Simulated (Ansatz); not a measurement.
Geometry optimisation, DFT PBE, scalar-relativistic, plane waves, PAW (Ansatz).

input.yaml

```yaml
crystal:
  lattice:
    - [-3.144, -5.445568, 0.0]
    - [4.716, -2.722784, 0.0]
    - [0.0, 0.0, 5.046]
  atoms:
    - { symbol: Al, position: [0.4998011, 0.6670032, -0.0084429] }
    - { symbol: Al, position: [0.4961051, 0.3317131, 0.5006527] }
    - { symbol: "N", position: [0.4983601, 0.6570066, 0.3727138] }
    - { symbol: "N", position: [0.5044687, 0.3408154, 0.8835947] }
    - { symbol: Al, position: [0.2534398, 0.1610805, 0.0037981] }
    - { symbol: Al, position: [0.250067, 0.8355246, 0.4969394] }
    - { symbol: "N", position: [0.2531093, 0.1704146, 0.3745421] }
    - { symbol: "N", position: [0.2511947, 0.8348673, 0.8748532] }
    - { symbol: Al, position: [0.006377, 0.6622245, -0.0030577] }
    - { symbol: Al, position: [-0.0023856, 0.3334694, 0.5005439] }
    - { symbol: O, position: [-0.0029027, 0.6637708, 0.3781747] }
    - { symbol: "N", position: [0.0053444, 0.3383708, 0.883553] }
    - { symbol: Al, position: [0.7491506, 0.1642831, 0.0151661] }
    - { symbol: Al, position: [0.7513788, 0.8239121, 0.4951965] }
    - { symbol: "N", position: [0.7615276, 0.1727342, 0.3797992] }
total_charge: 2
basis:
  ecutwfc: 420.0
kpoints:
  mp_grid: { grid: [2, 3, 3] }
hamiltonian:
  xc: pbe
  pseudopotentials: { kind: paw, azcp: { folder: soft_1 } }
scf:
  occupations: { method: gaussian, width: 0.05 }
  lower_state_search: "off"
relax:
  f_tol: 0.03
  max_steps: 60
  adjacent_minimum: "off"
```

Run as:

```bash
$ ansatz run input.yaml --threads 1 --pin off --max-ram 3072MiB --backend cpu --events-out ev --progress --plain --runs-dir out
```

Where does it end, and by what steps?

The run converged. Limits of this set-up: no spin, though dangling bonds at a vacancy may carry it, a small cell, in which the defect meets its images, charged cell in a uniform background, uncorrected. After 4 steps the energy has fallen by 0.588 eV; Al13 moved furthest, 0.11 Å.

| step | energy less start (eV) | largest force component (eV/Å) | accepted |
| --- | --- | --- | --- |
| 0 | 0.0000 | 1.818 | yes |
| 1 | -0.4313 | 1.030 | yes |
| 2 | -0.5863 | 0.076 | yes |
| 3 | -0.5870 | 0.069 | yes |
| 4 | -0.5882 | 0.005 | yes |

```xyz
15
Lattice="-3.1440 -5.4456 0.0000 4.7160 -2.7228 0.0000 0.0000 0.0000 5.0460" Properties=species:S:1:pos:R:3
Al 1.548 -4.450 0.011
Al -0.026 -3.628 2.525
N 1.549 -4.559 1.921
N -0.033 -3.635 4.437
Al -0.004 -1.826 0.003
Al 3.146 -3.710 2.530
N -0.002 -1.822 1.915
N 3.142 -3.620 4.437
Al 3.150 -1.820 -0.062
Al 1.502 -0.899 2.540
O 3.141 -1.822 1.905
N 1.593 -0.925 4.441
Al -1.516 -4.592 0.018
Al 1.586 -6.347 2.477
N -1.607 -4.558 1.923
```

Time of the run: 31 s on 1 thread of Arm Neoverse V2 (shared host), peak memory 0.36 GiB.
